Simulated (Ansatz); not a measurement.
**C2H5NZn: a ladder of functionals and wavefunction methods**

One table from this session's results is given with a row withheld; the runs are named, their logs left out.

Program: Ansatz 0.2.0, Gaussian basis. Level of theory: functionals in def2-TZVPP, the program's frozen cores in correlated methods. These are calculated values, not measurements.

The runs, in order: PBE-D4, r2SCAN-D4, PBE0-D4, B3LYP-D4, ωB97X-V, ωB97M-V, B2PLYP; CCSD(T)/def2-TZVPP; MP2/def2-QZVPP; extrapolation to the limit.

## The relaxed structure

The geometry comes from an earlier relaxation with PBE0-D4 in a triple-zeta def2 set; it is a stationary point, not always the lowest conformer.

9 atoms, charge 0, spin multiplicity 1.

Atoms are counted from 1 here; the program's logs count them from 0.

Bond lengths: C1–N2 1.379 Å, C1–Zn4 2.314 Å, C1–H5 1.083 Å, C1–H6 1.086 Å, N2–C3 1.379 Å, N2–H7 1.010 Å, C3–Zn4 2.314 Å, C3–H8 1.083 Å, C3–H9 1.086 Å. Angles: N2–C1–Zn4 80.8°, N2–C1–H5 115.1°, N2–C1–H6 115.2°, Zn4–C1–H5 129.9°, Zn4–C1–H6 96.8°, H5–C1–H6 114.7°, C1–N2–C3 121.5°, C1–N2–H7 113.7°, C3–N2–H7 113.7°, N2–C3–Zn4 80.8°, N2–C3–H8 115.1°, N2–C3–H9 115.2°, Zn4–C3–H8 129.9°, Zn4–C3–H9 96.8°, H8–C3–H9 114.7°, C1–Zn4–C3 62.6°.

The first run:

File in.yaml:

```yaml
crystal:
  periodic: [false, false, false]
  atoms:
    - {symbol: C, position_ang: [-0.252576, 1.019526, -0.584513]}
    - {symbol: N, position_ang: [0.613563, 0.111324, -0.014124]}
    - {symbol: C, position_ang: [0.153433, -0.945791, 0.741569]}
    - {symbol: Zn, position_ang: [-1.486651, -0.914353, -0.891073]}
    - {symbol: H, position_ang: [0.193579, 1.681887, -1.315896]}
    - {symbol: H, position_ang: [-0.938108, 1.501328, 0.106042]}
    - {symbol: H, position_ang: [1.400993, -0.122345, -0.601521]}
    - {symbol: H, position_ang: [0.892977, -1.703613, 0.968455]}
    - {symbol: H, position_ang: [-0.488710, -0.674264, 1.573961]}
basis:
  gaussian: {orbitals: def2-TZVPP}
hamiltonian: {xc: pbe, dispersion: d4}
output: {forces: true, orbitals: {seedname: orbitals}}
```

Run with:

```bash
> ansatz run in.yaml --threads 4 --pin off --events-out ev --progress --plain --max-ram 10444MiB
```

Steps of the session up to this table: PBE-D4 (GGA); r2SCAN-D4 (meta-GGA); PBE0-D4 (hybrid); B3LYP-D4 (hybrid); ωB97X-V (range-separated); ωB97M-V (range-separated); B2PLYP (double hybrid); CCSD(T) in def2-TZVPP; MP2 in def2-QZVPP.

One table of the session follows, with a row left open; its other results are not shown here.

| method | atomisation energy (kcal/mol) |
| --- | --- |
| PBE-D4 | 731.1 |
| r2SCAN-D4 | ? |
| PBE0-D4 | 710.1 |
| B3LYP-D4 | 705.8 |
| ωB97X-V | 700.0 |
| ωB97M-V | 701.7 |
| B2PLYP | 696.9 |
| HF/def2-TZVPP | 463.8 |
| MP2/def2-TZVPP | 697.0 |
| CCSD/def2-TZVPP | 664.5 |
| CCSD(T)/def2-TZVPP | 681.5 |
| MP2/CBS | 716.6 |
| CCSD(T)/CBS | 701.0 |

**Question.** Estimate the row for r2SCAN-D4.

As computed: atomisation energy (kcal/mol): 709.3. In the column «atomisation energy (kcal/mol)» it lies between B3LYP-D4 (705.8) and PBE0-D4 (710.1).
